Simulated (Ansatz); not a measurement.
**C2H4SSi: an energy map over bond length C1–H5 and angle S2–C1–H5**

How does the energy of C₂H₄SSi, SMILES CSC#[SiH] change over two coordinates at once? A grid of runs gives the map.

Method: RKS PBE0-D4/def2-SVP; program: Ansatz 0.2.0.

## Step 1: The starting structure

SMILES `CSC#[SiH]`, 8 atoms, charge 0, spin multiplicity 1.

Atoms are counted from 1 here; the program's logs count them from 0.

Bond lengths: C1–S2 1.855 Å, C1–H5 1.106 Å, C1–H6 1.106 Å, C1–H7 1.108 Å, S2–C3 1.625 Å, C3–Si4 1.729 Å, Si4–H8 1.537 Å. Angles: S2–C1–H5 109.2°, S2–C1–H6 109.0°, S2–C1–H7 107.1°, H5–C1–H6 110.5°, H5–C1–H7 110.4°, H6–C1–H7 110.6°, C1–S2–C3 106.9°, S2–C3–Si4 167.3°, C3–Si4–H8 92.5°.

As a file:

```
C     0.04428    1.47225   -0.42884
S     0.84526    0.37742    0.83700
C     0.12880   -1.07683    0.72340
Si   -0.78099   -2.53069    0.94428
H     0.19934    1.03852   -1.43456
H    -1.03605    1.55214   -0.20342
H     0.53140    2.46497   -0.35629
H     0.06795   -3.29779   -0.08156
```

This geometry comes from a loose relaxation at PBE in a small basis, which is not shown.

## Step 3: The grid

First coordinate, bond length C1–H5: 15 values from 0.922 to 1.427 Å. Second coordinate, angle S2–C1–H5: 15 values from 74.3 to 144.3 °.

Nothing else is relaxed (all other coordinates rigid). Energies count from the relaxed molecule at the same level.

(The set-up runs are not shown.)

## Step 4: Grid point bond length C1–H5 = 1.319 Å, angle S2–C1–H5 = 74.3°

The input, input.yaml:

```yaml
crystal:
  periodic: [false, false, false]
  atoms:
    - { symbol: C, position_ang: [0.04763, 1.442873, -0.424371] }
    - { symbol: S, position_ang: [0.994136, -0.102537, -0.163449] }
    - { symbol: C, position_ang: [0.062955, -1.312275, -0.682157] }
    - { symbol: Si, position_ang: [-0.924792, -2.693872, -0.956678] }
    - { symbol: H, position_ang: [0.210846, 0.917571, -1.623195] }
    - { symbol: H, position_ang: [-1.020606, 1.540944, -0.191441] }
    - { symbol: H, position_ang: [0.542275, 2.423037, -0.368898] }
    - { symbol: H, position_ang: [-0.455178, -2.717765, -2.410731] }
basis:
  gaussian: { orbitals: def2-SVP }
hamiltonian:
  xc: pbe0
  dispersion: d4
output:
  forces: true
```

Started as:

```bash
$ ansatz run input.yaml --threads 1 --pin off --max-ram 2560MiB --backend cpu --events-out ev --progress --plain --runs-dir out
```

Further runs follow: the other points that were computed.

Before running it: what results should come out? Wanted: lowest point; highest computed point; dipole moment.

As calculated:

| quantity | value |
| --- | --- |
| lowest point | bond length C1–H5 = 1.102 Å, angle S2–C1–H5 = 109.3°, 0.0003 eV |
| highest computed point | bond length C1–H5 = 1.427 Å, angle S2–C1–H5 = 144.3°, 2.05 eV above the lowest |
| dipole moment (D) | 2.65 at bond length C1–H5 = 1.427 Å, angle S2–C1–H5 = 144.3° to 2.89 at bond length C1–H5 = 0.922 Å, angle S2–C1–H5 = 109.3°; 2.87 at the lowest point |
| time for the whole task | 21 min on 1 thread, shared host |

What this shows: The lowest computed point is at bond length C1–H5 = 1.102 Å, angle S2–C1–H5 = 109.3°, 0.0003 eV from the relaxed molecule at the same level. The grid is coarse, so the lowest point of the scanned range may lie between grid points; coordinates that were held can hide deeper minima. No other kind of well shows on this grid. The highest computed point, bond length C1–H5 = 1.427 Å, angle S2–C1–H5 = 144.3°, lies 2.05 eV above the lowest. Round the minimum the two coordinates are nearly uncoupled.
